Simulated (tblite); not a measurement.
# C6H16N3P: the cost of one run

Programs: tblite 0.8.0 and PySCF 2.14.0, with density-fitted response routines of our own. Each step states its level of theory. These are calculated values for one molecule, in the gas phase or a continuum, unless marked as measured. Atoms count from 0, in the outputs and in this text.

**1. The molecule as given**

26 atoms, charge 0, multiplicity 1; geometry from: force field or distance geometry start.

Bonds of the start (Å): C0–N1 1.48, N1–C2 1.46, N1–P3 1.80, P3–N4 1.80, P3–N5 1.80, N5–C6 1.43, C6–C7 1.51, C7–C8 1.49, C8–C9 1.50, C9–N5 1.44, C0–H10 1.11, C0–H11 1.10, C0–H12 1.11, C2–H13 1.10, C2–H14 1.11, C2–H15 1.10, N4–H16 1.03, N4–H17 1.04, C6–H18 1.11, C6–H19 1.09, C7–H20 1.12, C7–H21 1.11, C8–H22 1.12, C8–H23 1.11, C9–H24 1.11, C9–H25 1.12.

**2. Geometry optimisation with GFN2-xTB**

Job settings and geometry (Å):

```
{"job": {"kind": "relax", "xc": "GFN2-xTB", "basis": "xTB"}, "charge": 0, "multiplicity": 1}
C      2.802700    -1.524700    -0.461100
N      1.946600    -0.390500    -0.865200
C      2.847800     0.758800    -0.866100
P      0.652900    -0.209600     0.370400
N      0.993300     1.183700     1.454100
N     -0.938700     0.131800    -0.409200
C     -1.732700    -1.047700    -0.578700
C     -3.136300    -0.524400    -0.420200
C     -2.985500     0.418900     0.725300
C     -1.636900     1.023100     0.487700
H      2.139200    -2.344200    -0.113700
H      3.435700    -1.813000    -1.313000
H      3.458900    -1.130800     0.343400
H      2.409500     1.632300    -1.380400
H      3.098400     0.960200     0.198700
H      3.789200     0.425100    -1.336900
H      1.643100     0.951000     2.222100
H      1.241500     2.036300     0.920500
H     -1.589300    -1.808200     0.212800
H     -1.630700    -1.532800    -1.552000
H     -3.442900     0.032400    -1.340900
H     -3.834600    -1.366800    -0.231300
H     -2.994500    -0.155800     1.690300
H     -3.783100     1.195100     0.723500
H     -1.676300     2.075200     0.126800
H     -1.098500     1.047200     1.466400
```

On the command line:

```bash
$ OMP_NUM_THREADS=1 python probes_run.py task.json out
```

This one command runs all jobs of the session in turn.

**Question.** How long does this first job take on 1 thread of Arm Neoverse N1, shared host, and how much memory does it need?

About 3.5 s, with a peak of 0.19 GiB.
